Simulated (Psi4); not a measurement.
# CH3BFNO (SMILES NC1(F)BO1), step by step

Wanted: a geometry optimisation (singlet CH3BFNO, PBE0/def2-SVPD), then a single-point energy (doublet CH3BFNO+, UPBE0/def2-SVPD), then a structure relaxation (doublet CH3BFNO+, UPBE0/def2-SVPD), then the energy (doublet CH3BFNO−, UPBE0/def2-SVPD), then a structure relaxation (doublet CH3BFNO−, UPBE0/def2-SVPD) of CH3BFNO. 

Program for the calculation: Psi4 1.11.

**1. The structure to begin with**

CH3BFNO: 8 atoms, total charge 0, spin state singlet. SMILES: `NC1(F)BO1`. Geometry: relaxed at PBE0-D4/def2-TZVP. This is one conformer, not always the lowest. The run starts from this shape.

Bond lengths: N1–C2 1.387 Å, C2–F3 1.372 Å, C2–B4 1.510 Å, C2–O5 1.462 Å, B4–O5 1.335 Å, N1–H6 1.009 Å, N1–H7 1.013 Å, B4–H8 1.182 Å. Some angles: N1–C2–F3 113.8°, N1–C2–B4 127.1°, N1–C2–O5 115.3°, F3–C2–B4 118.6°, F3–C2–O5 108.3°, B4–C2–O5 53.3°, C2–B4–O5 61.5°, C2–O5–B4 65.2°, C2–N1–H6 112.2°, C2–N1–H7 112.6°.

**2. A structure relaxation at PBE0/def2-SVPD (density fitting) (run 1)**

job.inp

```
memory 1600 MB

molecule {
  0 1
  N
  C 1 R2
  F 2 R3 1 A3
  B 2 R4 3 A4 1 D4
  O 4 R5 2 A5 3 D5
  H 1 R6 2 A6 3 D6
  H 1 R7 6 A7 2 D7
  H 4 R8 5 A8 2 D8

  R2 = 1.386838
  R3 = 1.372252
  A3 = 113.81735
  R4 = 1.510109
  A4 = 118.63327
  D4 = 172.80326
  R5 = 1.334943
  A5 = 61.48613
  D5 = 92.20994
  R6 = 1.009089
  A6 = 112.17406
  D6 = 84.90224
  R7 = 1.013371
  A7 = 110.34172
  D7 = 126.41103
  R8 = 1.182289
  A8 = 137.74032
  D8 = 178.17212
  symmetry c1
}

set basis def2-SVPD

e_tot, wfn = optimize("pbe0", return_wfn=True)
```

The run is started by

```console
$ psi4 job.inp job.out -n 1
```

job.out:

```text
[...]
  Running in c1 symmetry.
[...]
  Nuclear repulsion =  167.411303475654478
[...]
  Multiplicity = 1
[...]
  Nalpha       = 19
  Nbeta        = 19
[...]
    Number of basis functions: 130
[...]
   @DF-RKS iter   1:  -293.83601344723581   -1.53301e-01   5.54223e-03 ADIIS/DIIS
[...]
   @DF-RKS iter   8:  -294.05395483275345   -9.66338e-13   2.51350e-09 DIIS
[...]
  @DF-RKS Final Energy:  -294.05395483275345
   => Energetics <=
    Nuclear Repulsion Energy =            167.1996635042791013
    One-Electron Energy =                -734.5906752114385654
    Two-Electron Energy =                 300.8096857937641744
    DFT Exchange-Correlation Energy =     -27.4726289193581543
    Empirical Dispersion Energy =           0.0000000000000000
    VV10 Nonlocal Energy =                  0.0000000000000000
    Total Energy =                       -294.0539548327534476
[...]
  -Total Gradient:
     Atom            X                  Y                   Z
    ------   -----------------  -----------------  -----------------
       1       -0.000001254606    -0.000020039524    -0.000020595068
       2        0.000044158600     0.000135605092    -0.000040797060
       3        0.000020492969    -0.000067044720     0.000034756000
       4       -0.000105414395    -0.000044664297    -0.000032007847
       5        0.000043664115    -0.000001977848    -0.000000819813
       6       -0.000015705670    -0.000017506191     0.000002418446
       7        0.000013815592     0.000001415294     0.000004216236
       8        0.000015992536     0.000004964693     0.000033664102
[...]
```

The script printed:

```text
Optimizer: Optimization complete!
```

Wall time 1.7 min (1 thread of AMD EPYC 7R43 (Zen 3), shared host); peak memory 0.92 GiB.

Steps, from the record of the run:

```
step  energy from the first frame kept (eV)  largest force (eV/Å)
   0                                 0.0000                0.2212
   1                                -0.0038                0.1035
   2                                -0.0044                0.0657
   3                                -0.0049                0.0362
   4                                -0.0050                0.0346
   5                                -0.0051                0.0341
   6                                -0.0052                0.0234
   7                                -0.0052                0.0076
```

After the run. Bond lengths: N1–C2 1.384 Å, C2–F3 1.374 Å, C2–B4 1.517 Å, C2–O5 1.460 Å, B4–O5 1.335 Å, N1–H6 1.012 Å, N1–H7 1.015 Å, B4–H8 1.191 Å. Some angles: N1–C2–F3 113.6°, N1–C2–B4 127.5°, N1–C2–O5 116.1°, F3–C2–B4 118.4°, F3–C2–O5 108.1°, B4–C2–O5 53.3°, C2–B4–O5 61.2°, C2–O5–B4 65.6°, C2–N1–H6 113.6°, C2–N1–H7 113.9°.

**3. The doublet cation: the energy at UPBE0/def2-SVPD (density fitting) (run 2)**

run.py

```python
import psi4

psi4.set_memory('1600 MB')
psi4.set_num_threads(1)
psi4.set_output_file('output.dat', False)

m = psi4.geometry("""
1 2
N     -0.426805     1.152134     0.186094
C      0.057418    -0.055279    -0.287249
F      0.123814    -0.122490    -1.658243
B      0.331939    -1.316141     0.510843
O      1.345061    -0.486241     0.249901
H     -1.430655     1.165552     0.309541
H     -0.110988     1.958060    -0.344729
H      0.164952    -2.362031     1.054668
symmetry c1
""")

psi4.set_options({
    'basis': 'def2-SVPD',
    'reference': 'uks',
})

energy_value, wavefunction = psi4.energy('pbe0', molecule=m, return_wfn=True)
print('E =', round(energy_value, 9))
```

The run is started by

```console
$ python run.py
```

output.dat:

```text
[...]
  Running in c1 symmetry.
[...]
  Nuclear repulsion =  167.199668015293781
[...]
  Multiplicity = 2
[...]
  Nalpha       = 19
  Nbeta        = 18
[...]
    Number of basis functions: 130
[...]
   @DF-UKS iter   1:  -293.52098050269575    1.52843e-01   4.60141e-03 DIIS/ADIIS
[...]
   @DF-UKS iter  13:  -293.66829232724001   -4.44554e-08   4.26036e-07 DIIS
[...]
   @S^2 Observed:                7.571557210E-01
[...]
  @DF-UKS Final Energy:  -293.66829232724001
   => Energetics <=
    Nuclear Repulsion Energy =            167.1996680152937813
    One-Electron Energy =                -724.3164319507111486
    Two-Electron Energy =                 290.6383965674242518
    DFT Exchange-Correlation Energy =     -27.1899249592469126
    Empirical Dispersion Energy =           0.0000000000000000
    VV10 Nonlocal Energy =                  0.0000000000000000
    Total Energy =                       -293.6682923272400103
[...]
 Multipole Moments:
 ------------------------------------------------------------------------------------
     Multipole            Electronic (a.u.)      Nuclear  (a.u.)        Total (a.u.)
 ------------------------------------------------------------------------------------
 L = 1.  Multiply by 2.5417464519 to convert [e a0] to [Debye]
 Dipole X            :          0.8342506           -1.9711176           -1.1368671
 Dipole Y            :         -1.7361591            2.1811406            0.4449815
 Dipole Z            :         -1.3478444            2.2987926            0.9509482
 Magnitude           :                                                    1.5475069
[...]
```

The script printed:

```text
E = -293.668292327
```

Run time: 23 s. Hardware: 1 thread of AMD EPYC 7R43 (Zen 3), shared host; peak memory 0.86 GiB.

**4. The doublet cation: a geometry optimisation at UPBE0/def2-SVPD (density fitting) (run 3)**

ch3bfno.py

```python
import psi4

psi4.set_memory(1600000000)
psi4.set_num_threads(1)
psi4.core.set_output_file('run.log', False)

mol = psi4.geometry("""
1 2
N     -0.426805     1.152134     0.186094
C      0.057418    -0.055279    -0.287249
F      0.123814    -0.122490    -1.658243
B      0.331939    -1.316141     0.510843
O      1.345061    -0.486241     0.249901
H     -1.430655     1.165552     0.309541
H     -0.110988     1.958060    -0.344729
H      0.164952    -2.362031     1.054668
symmetry c1
""")

psi4.set_options({
    'basis': 'def2-SVPD',
    'reference': 'uks',
    'geom_maxiter': 50,
})

E = psi4.optimize("pbe0")
print(f'pbe0 energy: {E:.10f} Eh')
print(mol.to_string(dtype='xyz', units='Angstrom'))
```

The run is started by

```console
$ python ch3bfno.py
```

run.log:

```text
[...]
  Running in c1 symmetry.
[...]
  Nuclear repulsion =  167.199668015293781
[...]
  Multiplicity = 2
[...]
  Nalpha       = 19
  Nbeta        = 18
[...]
    Number of basis functions: 130
[...]
   @DF-UKS iter   1:  -293.52098050269575    1.52843e-01   4.60141e-03 ADIIS/DIIS
[...]
   @DF-UKS iter   9:  -293.72748015441869   -1.13687e-12   3.17280e-09 DIIS
[...]
   @S^2 Observed:                7.547178832E-01
[...]
  @DF-UKS Final Energy:  -293.72748015441869
   => Energetics <=
    Nuclear Repulsion Energy =            168.6756528670310900
    One-Electron Energy =                -727.2728912172894979
    Two-Electron Energy =                 292.0960551502134308
    DFT Exchange-Correlation Energy =     -27.2262969543737370
    Empirical Dispersion Energy =           0.0000000000000000
    VV10 Nonlocal Energy =                  0.0000000000000000
    Total Energy =                       -293.7274801544186857
[...]
  -Total Gradient:
     Atom            X                  Y                   Z
    ------   -----------------  -----------------  -----------------
       1       -0.000056771336     0.000010505604    -0.000018779954
       2        0.000032072908    -0.000098818272    -0.000071161654
       3       -0.000047521609     0.000073216624    -0.000019303809
       4       -0.000100558626     0.000059423918     0.000060318851
       5        0.000083681028     0.000027191683     0.000021850569
       6        0.000016559752    -0.000000671943     0.000016692791
       7       -0.000003670210     0.000022604452     0.000021701598
       8        0.000030782692    -0.000010651196    -0.000027125075
[...]
```

Run time: 5.5 min. Hardware: 1 thread of AMD EPYC 7R43 (Zen 3), shared host; peak memory 0.95 GiB.

Step by step:

```
step  energy from the first frame kept (eV)  largest force (eV/Å)
   0                                 0.0000                3.7823
   1                                -0.5218                2.2598
   2                                -0.9383                1.7080
   3                                -1.2621                0.8793
   4                                -1.4396                0.7634
   5                                -1.5341                0.8086
   6                                -1.5880                0.5817
   7                                -1.6063                0.1842
   8                                -1.6087                0.0998
   9                                -1.6100                0.0955
  10                                -1.6104                0.0599
  11                                -1.6106                0.0146
  12                                -1.6106                0.0068
```

After the run. Bond lengths: N1–C2 1.334 Å, C2–F3 1.301 Å, C2–B4 1.696 Å, C2–O5 1.415 Å, B4–O5 1.315 Å, N1–H6 1.016 Å, N1–H7 1.018 Å, B4–H8 1.187 Å. Some angles: N1–C2–F3 116.4°, N1–C2–B4 124.2°, N1–C2–O5 118.7°, F3–C2–B4 115.9°, F3–C2–O5 115.2°, B4–C2–O5 49.0°, C2–B4–O5 54.3°, C2–O5–B4 76.7°, C2–N1–H6 121.7°, C2–N1–H7 119.7°.

**5. The doublet anion: a single-point energy at UPBE0/def2-SVPD (density fitting) (run 4)**

input.inp

```
memory 1600 mb

molecule system {
  -1 2
  N     -0.80654456     2.17721772     0.35166669
  C      0.10850429    -0.10446217    -0.54282194
  F      0.23397455    -0.23147255    -3.13362512
  B      0.62727380    -2.48714603     0.96535336
  O      2.54179691    -0.91886232     0.47224445
  H     -2.70354613     2.20257406     0.58494771
  H     -0.20973692     3.70019714    -0.65144340
  H      0.31171410    -4.46359169     1.99303367
  units bohr
  symmetry c1
}

set reference uks

energy('pbe0/def2-SVPD')
```

The run is started by

```console
$ psi4 input.inp input.out -n 1
```

input.out:

```text
[...]
  Running in c1 symmetry.
[...]
  Nuclear repulsion =  167.199668058918348
[...]
  Multiplicity = 2
[...]
  Nalpha       = 20
  Nbeta        = 19
[...]
    Number of basis functions: 130
[...]
   @DF-UKS iter   1:  -293.62434012626954    4.94832e-02   6.71698e-03 DIIS/ADIIS
[...]
   @DF-UKS iter  14:  -294.01553828767521   -3.67003e-08   1.68431e-07 DIIS
[...]
   @S^2 Observed:                7.538390676E-01
[...]
  @DF-UKS Final Energy:  -294.01553828767521
   => Energetics <=
    Nuclear Repulsion Energy =            167.1996680589183484
    One-Electron Energy =                -742.6461804866472676
    Two-Electron Energy =                 309.0860346453397369
    DFT Exchange-Correlation Energy =     -27.6550605052859630
    Empirical Dispersion Energy =           0.0000000000000000
    VV10 Nonlocal Energy =                  0.0000000000000000
    Total Energy =                       -294.0155382876752128
[...]
 Multipole Moments:
 ------------------------------------------------------------------------------------
     Multipole            Electronic (a.u.)      Nuclear  (a.u.)        Total (a.u.)
 ------------------------------------------------------------------------------------
 L = 1.  Multiply by 2.5417464519 to convert [e a0] to [Debye]
 Dipole X            :          1.5996746           -1.9711176           -0.3714430
 Dipole Y            :         -0.5048332            2.1811406            1.6763073
 Dipole Z            :         -3.5942761            2.2987926           -1.2954835
 Magnitude           :                                                    2.1508728
[...]
```

It took 37 s on 1 thread of AMD EPYC 7R43 (Zen 3), shared host; peak memory 0.86 GiB.

**6. The doublet anion: a structure relaxation at UPBE0/def2-SVPD (density fitting) (run 5)**

input.in

```
memory 1.6 GB

molecule mol {
  -1 2
  N
  C 1 1.384331
  F 2 1.374245 1 113.62052
  B 2 1.517263 3 118.38403 1 172.25104
  O 4 1.33538 2 61.18613 3 92.07507
  H 1 1.011501 2 113.60588 3 90.67593
  H 1 1.015397 6 111.21987 2 130.05244
  H 4 1.190595 5 137.86796 2 178.12683
  symmetry c1
}

set basis def2-SVPD
set reference uks
set geom_maxiter 50

E, wfn = optimize('pbe0', return_wfn=True)
```

The run is started by

```console
$ psi4 input.in input.out -n 1
```

input.out:

```text
[...]
  Running in c1 symmetry.
[...]
  Nuclear repulsion =  167.199663061070851
[...]
  Multiplicity = 2
[...]
  Nalpha       = 20
  Nbeta        = 19
[...]
    Number of basis functions: 130
[...]
   @DF-UKS iter   1:  -293.62433996268766    4.94833e-02   6.71698e-03 DIIS/ADIIS
[...]
   @DF-UKS iter   8:  -294.04427580470946   -1.93268e-12   5.55765e-09 DIIS
[...]
   @S^2 Observed:                7.530888847E-01
[...]
  @DF-UKS Final Energy:  -294.04427580470946
   => Energetics <=
    Nuclear Repulsion Energy =            165.0543688026965583
    One-Electron Energy =                -738.8591979742952844
    Two-Electron Energy =                 307.3809645453994790
    DFT Exchange-Correlation Energy =     -27.6204111785101958
    Empirical Dispersion Energy =           0.0000000000000000
    VV10 Nonlocal Energy =                  0.0000000000000000
    Total Energy =                       -294.0442758047094571
[...]
  -Total Gradient:
     Atom            X                  Y                   Z
    ------   -----------------  -----------------  -----------------
       1       -0.000040196727    -0.000115974831     0.000177489485
       2        0.000079759055     0.000122998762    -0.000208774889
       3        0.000016135524     0.000028066917     0.000023980669
       4       -0.000052995065    -0.000003292245     0.000025982333
       5        0.000027661381    -0.000041924766    -0.000053813446
       6        0.000044547850     0.000032056477    -0.000005143202
       7       -0.000025698391     0.000052460476     0.000003036241
       8       -0.000001211561     0.000012520391    -0.000006141291
[...]
```

On the terminal:

```text
Optimizer: Optimization complete!
```

It took 10 min on 1 thread of AMD EPYC 7R43 (Zen 3), shared host; peak memory 0.95 GiB.

Steps, from the record of the run:

```
step  energy from the first frame kept (eV)  largest force (eV/Å)
   0                                 0.0000                3.6637
   1                                -0.2414                1.6847
   2                                -0.3437                0.8533
   3                                -0.3689                0.3774
   4                                -0.3784                0.3678
   5                                -0.3889                0.5084
   6                                -0.4440                1.0218
   7                                -0.5141                1.2399
   8                                -0.6130                1.0158
   9                                -0.5718                1.4816
  10                                -0.7350                0.8401
  11                                -0.7667                0.2436
  12                                -0.7729                0.1878
  13                                -0.7728                0.2085
  14                                -0.7776                0.1815
  15                                -0.7797                0.0931
  16                                -0.7815                0.0768
  17                                -0.7818                0.0708
  18                                -0.7820                0.0305
  19                                -0.7820                0.0131
```

After the run. Bond lengths: N1–C2 1.418 Å, C2–F3 1.448 Å, C2–B4 1.541 Å, C2–O5 1.370 Å, B4–O5 1.493 Å, N1–H6 1.014 Å, N1–H7 1.020 Å, B4–H8 1.222 Å. Some angles: N1–C2–F3 107.4°, N1–C2–B4 130.3°, N1–C2–O5 116.7°, F3–C2–B4 120.2°, F3–C2–O5 109.3°, B4–C2–O5 61.4°, C2–B4–O5 53.7°, C2–O5–B4 65.0°, C2–N1–H6 110.0°, C2–N1–H7 110.1°.

**7. Summary of results**

| quantity | value |
| --- | --- |
| run 1, PBE0/def2-SVPD: total energy at the end | -294.05395 Eh |
| run 1, PBE0/def2-SVPD: dipole moment | 2.13 D |
| run 1, PBE0/def2-SVPD: HOMO energy | -8.13 eV |
| run 1, PBE0/def2-SVPD: LUMO energy | -0.88 eV |
| run 1, PBE0/def2-SVPD: HOMO–LUMO gap | 7.26 eV |
| doublet cation, run 2: total energy | -293.66829 Eh |
| doublet cation, run 2: HOMO energy (highest over α and β) | -15.19 eV |
| doublet cation, run 2: LUMO energy (lowest over α and β) | -12.88 eV |
| doublet cation, run 2: ⟨S²⟩ | 0.757 |
| doublet cation, run 3: total energy at the end | -293.72748 Eh |
| doublet cation, run 3: HOMO energy (highest over α and β) | -13.52 eV |
| doublet cation, run 3: LUMO energy (lowest over α and β) | -10.03 eV |
| doublet cation, run 3: ⟨S²⟩ | 0.755 |
| doublet anion, run 4: total energy | -294.01554 Eh |
| doublet anion, run 4: HOMO energy (highest over α and β) | 2.93 eV |
| doublet anion, run 4: LUMO energy (lowest over α and β) | 4.39 eV |
| doublet anion, run 4: ⟨S²⟩ | 0.754 |
| doublet anion, run 5: total energy at the end | -294.04428 Eh |
| doublet anion, run 5: HOMO energy (highest over α and β) | 1.12 eV |
| doublet anion, run 5: LUMO energy (lowest over α and β) | 4.54 eV |
| doublet anion, run 5: ⟨S²⟩ | 0.753 |
| adiabatic electron affinity (to the doublet anion, no zero-point term) | -0.263 eV |
| adiabatic ionisation energy (to the doublet cation, no zero-point term) | 8.884 eV |

The adiabatic electron affinity (to the doublet anion, no zero-point term) is −0.26 eV (−6.1 kcal/mol). A negative value puts this state of the anion above the relaxed parent: the electron is not bound at this level, and such a value depends on the basis. The adiabatic ionisation energy (to the doublet cation, no zero-point term) is 8.88 eV (857 kJ/mol). The optimisation (run 1, PBE0/def2-SVPD) took 8 steps and changed the energy by -0.005 eV. The optimisation (doublet cation, run 3) took 13 steps and changed the energy by -1.611 eV. The HOMO (doublet anion, run 4) lies at positive energy, 2.93 eV; only total energies tell whether the electron is bound.
